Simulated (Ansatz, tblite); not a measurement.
InGa₃P₄: GFN2-xTB, run from Python

These are simulated results from tblite 0.8.0, not measurements. The cell was built from a prototype and was relaxed with r2SCAN in plane waves (Ansatz 0.2.0). It may be hypothetical. All runs are without spin polarisation.

It is cubic, P-43m (No. 215); a = 5.566 Å in the conventional setting, 21.56 Å³ an atom. Ga is surrounded by 4 P at 2.38 Å; P is surrounded by 3 Ga at 2.38 Å and 1 In at 2.51 Å; In is surrounded by 4 P at 2.51 Å.

tblite solves periodic systems at the zone centre alone, so the script builds a cluster of 2×2×2 conventional cells (64 atoms), which folds in a coarse mesh of k points.

run.py reads:

```python
import json
from ase import Atoms
from ase.build import make_supercell
from ase.units import Bohr, GPa, Hartree
from tblite.interface import Calculator

atoms = Atoms(['Ga', 'P', 'Ga', 'P', 'Ga', 'P', 'In', 'P'],
              cell=[[5.56646615, 0.0, 0.0], [0.0, 5.56646615, 0.0], [0.0, 0.0, 5.56646615]],
              scaled_positions=[[0.5, 0.0, 0.0], [0.760224476, 0.239775524, 0.239775524], [0.0, 0.5, 0.0], [0.239775524, 0.760224476, 0.239775524], [0.0, 0.0, 0.5], [0.239775524, 0.239775524, 0.760224476], [0.5, 0.5, 0.5], [0.760224476, 0.760224476, 0.760224476]],
              pbc=True)
cluster = make_supercell(atoms, [[2, 0, 0], [0, 2, 0], [0, 0, 2]])
calc = Calculator('GFN2-xTB', cluster.numbers, cluster.positions / Bohr, lattice=cluster.cell[:] / Bohr, periodic=cluster.pbc)
calc.set('temperature', 0.02 / Hartree)
calc.set('max-iter', 150)
res = calc.singlepoint()
levels = res.get('orbital-energies') * Hartree
nv = round(res.get('orbital-occupations').sum() / 2)
cells = len(cluster) // len(atoms)
out = {'energy_per_cell': res.get('energy') * Hartree / cells, 'homo': levels[nv - 1], 'lumo': levels[nv],
       'stress': (-res.get('virial') * Hartree / cluster.get_volume() / GPa).tolist(), 'charges': res.get('charges')[:len(atoms)].tolist(), 'electrons': 2 * nv / cells}
json.dump(out, open('results.json', 'w'))
for key, value in out.items():
    print(key, value)
```

Command: `python run.py`. It took 5.3 s on 1 thread of Arm Neoverse V2 (shared host), peak memory 0.15 GiB.

The log:

```
------------------------------------------------------------
  cycle        total energy    energy error   density error
------------------------------------------------------------
      1     -118.0502177059  -1.1860293E+02   2.5841209E-01
      2     -120.7728589564  -2.7226413E+00   1.0900823E-01
      3     -120.9289446016  -1.5608565E-01   6.2913233E-02
      4     -120.9575803045  -2.8635703E-02   4.0056088E-02
      5     -120.9982750105  -4.0694706E-02   1.6899871E-02
      6     -121.0032389841  -4.9639736E-03   3.7768030E-03
      7     -121.0037332672  -4.9428307E-04   1.6698108E-03
      8     -121.0037805291  -4.7261950E-05   1.3348799E-03
      9     -121.0037436676   3.6861481E-05   9.1760883E-04
     10     -121.0037825694  -3.8901818E-05   4.8447480E-04
     11     -121.0037957270  -1.3157528E-05   5.8019454E-05
     12     -121.0037956127   1.1425358E-07   6.4336291E-05
     13     -121.0037958355  -2.2278037E-07   2.8911683E-05
     14     -121.0037958781  -4.2641148E-08   4.4212391E-06
------------------------------------------------------------

 total:                                   4.799 sec
energy_per_cell -411.5851250067394
homo -9.249800867616802
lumo -7.003634182335602
stress [[6.4183154665765585, 4.932544874899115e-06, 4.932544927968783e-06], [4.932544874764829e-06, 6.418315466576593, 4.932544816924871e-06], [4.932544927849227e-06, 4.9325448169139085e-06, 6.4183154665764945]]
charges [0.14984538469817954, -0.17907884330218982, 0.14984538469812791, -0.1790788433021681, 0.14984538469829178, -0.17907884330217969, 0.2667116455542918, -0.17907787855223303]
electrons 32.0
```

The cycle table is in hartree for the whole cluster, and the lines after it are in eV (the energy for one cell). The printed stress is in GPa and positive in compression, and the pressure is its mean diagonal.

GFN2-xTB gives a gap of 2.25 eV. On the same cell, plane-wave PBE (Ansatz, 6×6×6 k points and the special points) gives a gap of 1.20 eV and r2SCAN a gap of 1.60 eV; on shared hosts these took about 17 and 34 core-seconds on the 8-atom cell, against 5.3 for the script. Semilocal gaps usually lie below measured ones. xTB was fitted to molecules, so gaps, charges and pressures of solids can be far off, and the gap also depends on the size of the cluster.

The same script was run on cells scaled at fixed shape and fractional coordinates:

| volume (Å³/atom) | energy (meV/atom) | pressure (GPa, positive in compression) | gap (eV) |
| --- | --- | --- | --- |
| 18.97 | 205.0 | 20.63 | 2.60 |
| 20.27 | 74.4 | 12.24 | 2.49 |
| 21.56 | 0.0 | 6.42 | 2.25 |
| 22.85 | -34.5 | 2.28 | 1.34 |
| 24.15 | -40.5 | -0.57 | 0.55 |

A Birch-Murnaghan fit puts the minimum at 23.82 Å³/atom, 10.5 % above the given cell, with a bulk modulus of 50.4 GPa at fixed shape.

xTB was fitted mostly to molecules, and a small cluster samples few k points, so gaps, pressures and kinks along a curve can be far from a solid's.

Spin-orbit coupling is left out.
